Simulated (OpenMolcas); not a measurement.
# Eu³⁺ among point charges: CASSCF levels and susceptibility, part 2 of 2

How does a field of 12 point charges split the states of Eu³⁺, and what χT follows?

OpenMolcas 26.06; ANO-RCC-VTZP, DKH2, active space 6 electrons in 7 orbitals (4f), orbitals: highest spin of each parity. Surroundings: 12 point charges of -2 e arranged as a cuboctahedron (Oh), 2.97 Å from the ion.

## 6. RASSI: spin-orbit coupling between the states

Input file a.inp:

```
&RASSI
NrOfJobIphs=3 7 77 3
1 2 3 4 5 6 7
1 2 3 4 5 6 7 8 9 10 11 12 13 14 15 16 17 18 19 20 21 22 23 24 25 26 27
28 29 30 31 32 33 34 35 36 37 38 39 40 41 42 43 44 45 46 47 48 49 50 51
52 53 54 55 56 57 58 59 60 61 62 63 64 65 66 67 68 69 70 71 72 73 74 75
76 77
1 2 3
IphNames
JOB001
JOB002
JOB003
EJob
SpinOrbit
DIPRint=1.0
SOCoupling=1000.0
Subsets=2
Property=9
'ANGMOM' 1 'ANGMOM' 2 'ANGMOM' 3 'MLTPL  1' 1 'MLTPL  1' 2 'MLTPL  1' 3
'AMFI' 1 'AMFI' 2 'AMFI' 3
SOProperty=3
'ANGMOM' 1 'ANGMOM' 2 'ANGMOM' 3
```

Command:

```console
OMP_NUM_THREADS=1 MOLCAS_MEM=2252 MOLCAS_PROJECT=a pymolcas a.inp > a.log
```

What it wrote:

```text
SPIN-FREE ENERGIES:
  (Shifted by EMIN (a.u.) =     -10846.3629643744)

 SF State       Relative EMIN(au)   Rel lowest level(eV)    D:o, cm**(-1)      L_eff

     1             0.0000000000        0.0000000000              0.0000         3.0
     2             0.0000000000        0.0000000000              0.0000         3.0
     3             0.0000000000        0.0000000000              0.0000         3.0
     4             0.0000058956        0.0001604263              1.2939         3.0
     5             0.0005263888        0.0143237695            115.5290         3.0
     6             0.0005263888        0.0143237695            115.5290         3.0
     7             0.0005263888        0.0143237695            115.5290         3.0
     8             0.1106172263        3.0100480700          24277.6750         2.0
     9             0.1106172263        3.0100480700          24277.6750         2.0
    10             0.1107003702        3.0123105305          24295.9229         2.0
    11             0.1107003702        3.0123105305          24295.9229         2.0
    12             0.1107003702        3.0123105305          24295.9229         2.0
    13             0.1262711692        3.4360135564          27713.3183         8.0
    14             0.1263132606        3.4371589219          27722.5563         8.0
    15             0.1263132606        3.4371589219          27722.5563         8.0
    16             0.1263132606        3.4371589219          27722.5563         8.0
    17             0.1263435096        3.4379820386          27729.1952         8.0
    18             0.1263435096        3.4379820386          27729.1952         8.0
    19             0.1264975374        3.4421733485          27763.0004         8.0
    20             0.1264975374        3.4421733485          27763.0004         8.0
    21             0.1264975374        3.4421733485          27763.0004         8.0
    22             0.1267599690        3.4493144768          27820.5975         8.0
    23             0.1267599690        3.4493144768          27820.5975         8.0
    24             0.1267599690        3.4493144768          27820.5975         8.0
    25             0.1268221223        3.4510057537          27834.2385         8.0
    26             0.1268221223        3.4510057537          27834.2385         8.0
    27             0.1268586699        3.4520002640          27842.2598         8.0
    28             0.1268586699        3.4520002640          27842.2598         8.0
    29             0.1268586699        3.4520002640          27842.2598         8.0
    30             0.1322299018        3.5981589317          29021.1090         4.0
    31             0.1322299018        3.5981589317          29021.1090         4.0
    32             0.1322299018        3.5981589317          29021.1090         4.0
    33             0.1324387598        3.6038422471          29066.9480         4.0
    34             0.1324445227        3.6039990629          29068.2128         4.0
    35             0.1324445227        3.6039990629          29068.2128         4.0
    36             0.1324445227        3.6039990629          29068.2128         4.0
    37             0.1324510732        3.6041773114          29069.6505         4.0
    38             0.1324510732        3.6041773114          29069.6505         4.0
    39             0.1527225168        4.1557913921          33518.7181         5.0
    40             0.1527225168        4.1557913921          33518.7181         5.0
Eigenvalues of complex Hamiltonian:
   -----------------------------------
  (Shifted by EMIN (a.u.) =     -10846.3629643744)

 SO State       Relative EMIN(au)   Rel lowest level(eV)    D:o, cm**(-1)     J-value

     1            -0.0178287662        0.0000000000              0.0000         0.0
     2            -0.0161190371        0.0465240985            375.2422         0.6
     3            -0.0161190372        0.0465240966            375.2421         1.0
     4            -0.0161190371        0.0465240984            375.2422         0.6
     5            -0.0131109502        0.1283783136           1035.4409         1.8
     6            -0.0131109502        0.1283783136           1035.4409         1.8
     7            -0.0131109502        0.1283783145           1035.4409         1.0
     8            -0.0129173716        0.1336458569           1077.9265         1.0
     9            -0.0129173716        0.1336458555           1077.9265         2.0
    10            -0.0090329476        0.2393464185           1930.4591         2.0
    11            -0.0090329476        0.2393464185           1930.4591         2.0
    12            -0.0090329476        0.2393464181           1930.4591         3.0
    13            -0.0089496483        0.2416131067           1948.7411         2.4
    14            -0.0089431904        0.2417888369           1950.1585         2.4
    15            -0.0089431904        0.2417888369           1950.1585         2.4
    16            -0.0089431904        0.2417888371           1950.1585         2.4
    17            -0.0044253251        0.3647262148           2941.7153         3.5
    18            -0.0044253251        0.3647262145           2941.7153         2.8
    19            -0.0043714218        0.3661929977           2953.5457         3.0
    20            -0.0043714218        0.3661929977           2953.5457         3.7
    21            -0.0043714218        0.3661929977           2953.5457         2.8
    22            -0.0042909099        0.3683838384           2971.2160         3.2
    23            -0.0041130641        0.3732232689           3010.2487         3.0
    24            -0.0041130641        0.3732232690           3010.2487         3.0
    25            -0.0041130640        0.3732232699           3010.2487         3.5
    26             0.0007303082        0.5050181412           4073.2460         4.6
    27             0.0007303081        0.5050181402           4073.2460         3.6
    28             0.0007303081        0.5050181401           4073.2460         3.6
    29             0.0009204889        0.5101932220           4114.9858         3.7
    30             0.0009204889        0.5101932218           4114.9858         4.6
    31             0.0009204889        0.5101932220           4114.9858         3.7
    32             0.0009284082        0.5104087188           4116.7239         3.3
    33             0.0009284082        0.5104087186           4116.7239         4.6
    34             0.0009934325        0.5121781192           4130.9951         3.7
    35             0.0009934325        0.5121781183           4130.9951         4.1
    36             0.0009934325        0.5121781183           4130.9951         4.1
    37             0.0064083483        0.6595254849           5319.4318         4.8
    38             0.0064438516        0.6604915792           5327.2239         4.9
    39             0.0064438516        0.6604915792           5327.2239         4.9
    40             0.0064438516        0.6604915795           5327.2239         4.6
    41             0.0064868951        0.6616628515           5336.6708         5.5
Weights of the five most important spin-orbit-free states for each spin-orbit state.

 SO State  Total energy (au)           Spin-free states, spin, and weights
 -------------------------------------------------------------------------------------------------------
    1        -0.017829       4 3.0  0.1421    1 3.0  0.1388    2 3.0  0.1388    3 3.0  0.1388    6 3.0  0.1301
    2        -0.016119       5 3.0  0.1952    4 3.0  0.1457    3 3.0  0.1433    1 3.0  0.1403    2 3.0  0.1386
    3        -0.016119       6 3.0  0.1952    7 3.0  0.1952    4 3.0  0.1457    1 3.0  0.1416    3 3.0  0.1404
    4        -0.016119       5 3.0  0.1952    4 3.0  0.1457    2 3.0  0.1433    1 3.0  0.1404    3 3.0  0.1386
    5        -0.013111       4 3.0  0.2474    1 3.0  0.2374    3 3.0  0.1538    6 3.0  0.1483    2 3.0  0.0837
    6        -0.013111       4 3.0  0.2474    1 3.0  0.2374    2 3.0  0.1538    7 3.0  0.1483    3 3.0  0.0837
    7        -0.013111       4 3.0  0.2474    3 3.0  0.2374    2 3.0  0.2374    5 3.0  0.2098    7 3.0  0.0197
    8        -0.012917       1 3.0  0.2423    5 3.0  0.2245    7 3.0  0.1920    6 3.0  0.1910    3 3.0  0.0630
    9        -0.012917       6 3.0  0.2140    7 3.0  0.2130    2 3.0  0.1840    5 3.0  0.1805    3 3.0  0.1796
   10        -0.009033       1 3.0  0.1718    2 3.0  0.1715    3 3.0  0.1609    4 3.0  0.1599    5 3.0  0.1586
   11        -0.009033       1 3.0  0.1718    3 3.0  0.1715    2 3.0  0.1609    4 3.0  0.1599    5 3.0  0.1586
   12        -0.009033       3 3.0  0.1718    2 3.0  0.1718    1 3.0  0.1606    4 3.0  0.1599    7 3.0  0.1586
```

These steps: 69 s of run time, 1 thread of Arm Neoverse V1, shared host.

Spin-free states, with their symmetry labels:

| state | degeneracy | E (cm-1) | free-ion L (%) |
| --- | --- | --- | --- |
| 7T2 | 3 | 0 | F (100) |
| 7A2 | 1 | 1 | F (100) |
| 7T1 | 3 | 116 | F (100) |
| 5E | 2 | 24278 | D (100) |
| 5T2 | 3 | 24296 | D (100) |
| 5A1 | 1 | 27713 | L (100) |
| 5T1 | 3 | 27723 | L (100) |
| 5E | 2 | 27729 | L (100) |
| 5T2 | 3 | 27763 | L (100) |
| 5T1 | 3 | 27821 | L (100) |
| 5E | 2 | 27834 | L (100) |
| 5T2 | 3 | 27842 | L (100) |
| 5T2 | 3 | 29021 | G (100) |
| 5A1 | 1 | 29067 | G (100) |
| 5T1 | 3 | 29068 | G (100) |
| 5E | 2 | 29070 | G (100) |
| 5T1 | 3 | 33519 | H (100) |
| 5E | 2 | 33538 | H (100) |
| 5T2 | 3 | 33574 | H (100) |
| 5T1 | 3 | 33627 | H (100) |

With spin-orbit coupling:

```json
{"E (cm-1)": "0.0", "Degeneracy": "1", "Label": "A1", "2S+1": "7", "J": "0.01", "abs mJ (%)": "0 (100)"}
{"E (cm-1)": "375.2", "Degeneracy": "3", "Label": "T1", "2S+1": "7", "J": "1.00", "abs mJ (%)": "1 (67)"}
{"E (cm-1)": "1035", "Degeneracy": "3", "Label": "T2", "2S+1": "7", "J": "2.00", "abs mJ (%)": "1 (67)"}
{"E (cm-1)": "1078", "Degeneracy": "2", "Label": "E", "2S+1": "7", "J": "2.00", "abs mJ (%)": "2 (50)"}
{"E (cm-1)": "1930", "Degeneracy": "3", "Label": "T1", "2S+1": "7", "J": "3.00", "abs mJ (%)": "3 (42)"}
{"E (cm-1)": "1949", "Degeneracy": "1", "Label": "A2", "2S+1": "7", "J": "3.00", "abs mJ (%)": "2 (100)"}
{"E (cm-1)": "1950", "Degeneracy": "3", "Label": "T2", "2S+1": "7", "J": "3.00", "abs mJ (%)": "1 (42)"}
{"E (cm-1)": "2942", "Degeneracy": "2", "Label": "E", "2S+1": "7", "J": "4.00", "abs mJ (%)": "2 (50)"}
{"E (cm-1)": "2954", "Degeneracy": "3", "Label": "T1", "2S+1": "7", "J": "4.00", "abs mJ (%)": "1 (58)"}
{"E (cm-1)": "2971", "Degeneracy": "1", "Label": "A1", "2S+1": "7", "J": "4.00", "abs mJ (%)": "0 (58)"}
{"E (cm-1)": "3010", "Degeneracy": "3", "Label": "T2", "2S+1": "7", "J": "4.00", "abs mJ (%)": "3 (58)"}
{"E (cm-1)": "4073", "Degeneracy": "3", "Label": "T1", "2S+1": "7", "J": "5.00", "abs mJ (%)": "5 (34)"}
{"E (cm-1)": "4115", "Degeneracy": "3", "Label": "T2", "2S+1": "7", "J": "5.00", "abs mJ (%)": "2 (33)"}
{"E (cm-1)": "4117", "Degeneracy": "2", "Label": "E", "2S+1": "7", "J": "5.00", "abs mJ (%)": "2 (50)"}
{"E (cm-1)": "4131", "Degeneracy": "3", "Label": "T1", "2S+1": "7", "J": "5.00", "abs mJ (%)": "3 (60)"}
{"E (cm-1)": "5319", "Degeneracy": "1", "Label": "A1", "2S+1": "7", "J": "6.00", "abs mJ (%)": "4 (87)"}
{"E (cm-1)": "5327", "Degeneracy": "3", "Label": "T1", "2S+1": "7", "J": "6.00", "abs mJ (%)": "4 (33)"}
{"E (cm-1)": "5337", "Degeneracy": "3", "Label": "T2", "2S+1": "7", "J": "6.00", "abs mJ (%)": "5 (37)"}
{"E (cm-1)": "5358", "Degeneracy": "1", "Label": "A2", "2S+1": "7", "J": "6.00", "abs mJ (%)": "2 (69)"}
{"E (cm-1)": "5375", "Degeneracy": "3", "Label": "T2", "2S+1": "7", "J": "6.00", "abs mJ (%)": "1 (54)"}
{"E (cm-1)": "5378", "Degeneracy": "2", "Label": "E", "2S+1": "7", "J": "6.00", "abs mJ (%)": "0 (44)"}
{"E (cm-1)": "20701", "Degeneracy": "1", "Label": "A1", "2S+1": "5", "J": "0.00", "abs mJ (%)": "0 (100)"}
{"E (cm-1)": "22256", "Degeneracy": "3", "Label": "T1", "2S+1": "5", "J": "1.00", "abs mJ (%)": "1 (67)"}
{"E (cm-1)": "24916", "Degeneracy": "2", "Label": "E", "2S+1": "5", "J": "2.00", "abs mJ (%)": "2 (50)"}
```

The table of states holds 20 of 35 computed; the rest, higher up, is left out.

Powder χT (cm³ K/mol): 0.01 at 2 K, 0.03 at 5 K, 0.05 at 10 K, 0.11 at 20 K, 0.27 at 50 K, 0.54 at 100 K, 0.80 at 150 K, 1.00 at 200 K, 1.16 at 250 K, 1.29 at 300 K.

Orbitals of the lowest block (energies include the constant potential of the surroundings):

| shell | space | energy (hartree) | mean occupation | ⟨r²⟩ (bohr²) |
| --- | --- | --- | --- | --- |
| 1s | inactive | -1786.5411 | 2.000 | 0.000645 |
| 2s | inactive | -295.2562 | 2.000 | 0.0106 |
| 2p | inactive | -263.0788 | 6.000 | 0.00853 |
| 3s | inactive | -64.4137 | 2.000 | 0.0706 |
| 3p | inactive | -54.1256 | 6.000 | 0.0707 |
| 3d | inactive | -40.0928 | 10.000 | 0.0598 |
| 4s | inactive | -11.1398 | 2.000 | 0.361 |
| 4p | inactive | -7.6384 | 6.000 | 0.406 |
| 4d | inactive | -2.5790 | 10.000 | 0.496 |
| 4f | RAS2 |  | 6.000 | 0.911 |
| 5s | inactive | 1.2068 | 2.000 | 2.13 |
| 5p | inactive | 2.1784 | 6.000 | 2.78 |

## 7. Outcome

What follows sums up all 2 parts.

```
                                            quantity                            value
                                              method                           CASSCF
                              spin-free ground state  7T2, 3-fold in its orbital part
first state of the same spin within the active space                 7A2 at 1.29 cm⁻¹
                                        lowest level                        1-fold A1
                                          next level                       375.2 cm⁻¹
                                         χT at 300 K                   1.29 cm³ K/mol
                           effective moment at 300 K                          3.22 μB
```

**Reading.** The spin-free ground state (7T2) comes to 100 % from free-ion F terms and keeps the highest spin of the shell. The quintets, triplets rest on orbitals optimised for another spin in at least one step, which raises them against the optimised states. Not all states of the active space went into the spin-orbit step. High states of lower spin are left out of the spin-orbit mixing, and CASSCF puts spin-flip levels too high. Point charges carry no covalency, so the field is a model and not that of real ligands.
